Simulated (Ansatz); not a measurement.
**Se: pressure up to the limit of the methods**

The task here is to estimate one member of a computed series from the others.

Method: DFT PBEsol, with the methods named in each step, in Ansatz 0.2.0.

4 further runs of the same task are left out: 1 for a known fault of the program, 2 that didn't finish, 1 set aside as unsound or not needed. Runs told in other sessions of the task aren't counted.

### The starting structure

Symmetry: P6_3/mmc, No. 194, hexagonal system. The conventional cell has a = 3.105 Å, b = 3.105 Å, c = 5.030 Å, α = 90.00°, β = 90.00°, γ = 120.00°. Around Se (site symmetry -6m2) lie 12 Se at 3.09 to 3.11 Å.

Structure file:

```
CELL_PARAMETERS angstrom
3.10504 0.00000 0.00000
-1.55252 2.68905 0.00000
0.00000 0.00000 5.03017
ATOMIC_POSITIONS crystal
Se 0.33333 0.66667 0.25000
Se 0.66667 0.33333 0.75000
```

Whether this phase is the stable one at these pressures isn't tested.

Atoms are numbered in the order of the input: Se1, Se2.

The first run:

File input.yaml:

```yaml
crystal:
  lattice:
    - [3.105044877, 0.0, 0.0]
    - [-1.5525224385, 2.6890477434, 0.0]
    - [0.0, 0.0, 5.0301727007]
  atoms:
    - { symbol: Se, position: [0.3333333333, 0.6666666667, 0.25] }
    - { symbol: Se, position: [0.6666666667, 0.3333333333, 0.75] }
kpoints:
  mp_grid: { grid: [14, 14, 8] }
scf:
  occupations: { method: fermi_dirac, width: 0.1 }
hamiltonian:
  xc: pbesol
  pseudopotentials: { kind: paw }
output:
  forces: true
  stress: true
relax:
  f_tol: 0.005
  max_steps: 40
  cell: {}
```

Command:

```bash
$ ansatz run input.yaml --threads 1 --pin off --max-ram 2048MiB --backend cpu --events-out ev --progress --plain --runs-dir out
```

Among the steps run: Cell relaxed at zero pressure, PAW; Volume scaled by 1, PAW; Shape and atoms relaxed at 0.92 of the volume, PAW; Volume scaled by 0.92, PAW; Shape and atoms relaxed at 0.84 of the volume, PAW; Volume scaled by 0.84, PAW; Shape and atoms relaxed at 0.76 of the volume, PAW; Volume scaled by 0.76, PAW; Volume scaled by 0.76, PAW (cutoff 300 eV); Shape and atoms relaxed at 0.68 of the volume, PAW; Volume scaled by 0.68, PAW; Shape and atoms relaxed at 0.6 of the volume, PAW; More of the same log: shape and atoms relaxed at 0.6 of the volume; Volume scaled by 0.6, PAW; Shape and atoms relaxed at 0.52 of the volume, PAW; Volume scaled by 0.52, PAW; Shape and atoms relaxed at 0.45 of the volume, PAW; Volume scaled by 0.45, PAW; Volume scaled by 0.45, PAW (source ansatz).

One of the session's tables, all rows but one given; the rest of the session is left out.

| method | volume over the first | volume (Å³/atom) | pressure (GPa) |
| --- | --- | --- | --- |
| PAW | 1 | ? | ? |
| PAW | 0.92 | 19.307 | 6.53 |
| PAW | 0.84 | 17.628 | 16.26 |
| PAW | 0.76 | 15.949 | 31.15 |
| PAW | 0.68 | 14.270 | 52.90 |
| PAW | 0.6 | 12.591 | 92.64 |
| PAW | 0.52 | 10.912 | 167.54 |
| PAW | 0.45 | 9.443 | 285.51 |
| PAW (cutoff 300 eV) | 0.76 | 15.949 | 31.16 |
| PAW (source ansatz) | 0.45 | 9.443 | 285.72 |

Estimate the missing values for PAW, 1.

**Answer.** volume (Å³/atom): 20.985; pressure (GPa): 0.01. In the column «volume (Å³/atom)» it is the highest.

To keep in mind: Warnings in the runs' records: cutoff below recommended.
